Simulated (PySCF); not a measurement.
# AlBrClF: the cost of one run

Programs: PySCF 2.14.0, with density-fitted response routines of our own. Each step states its level of theory. These are calculated values for one molecule in the gas phase, unless marked as measured. Atoms are numbered from 0 throughout.

### Step 1. The starting structure

4 atoms, charge 0, multiplicity 1; geometry from: PBE0-D3(BJ)/def2-SVP.

Bonds of the start (Å): F0–Al1 1.65, Al1–Cl2 2.08, Al1–Br3 2.22.

### Step 2. Shielding tensors: HF/pcSseg-2

What the job is given:

```
{"job": {"kind": "nmr", "xc": "HF", "basis": "pcSseg-2", "pop": false}, "charge": 0, "multiplicity": 1}
F     -0.087302     1.744609    -0.003230
Al    -0.026628     0.094024    -0.008843
Cl    -1.810205    -0.967574    -0.028049
Br     1.961531    -0.896570     0.006835
```

Level: GIAO HF/pcSseg-2 NMR shielding, non-relativistic, gas phase.

Started as:

```
OMP_NUM_THREADS=1 python probes_run.py task.json out
```

One launch serves the whole session: the jobs run in the order shown.

Q: Estimate the wall time and peak memory of this first job on 1 thread of Arm Neoverse V2, shared host.

About 7.2 s, with a peak of 0.88 GiB.
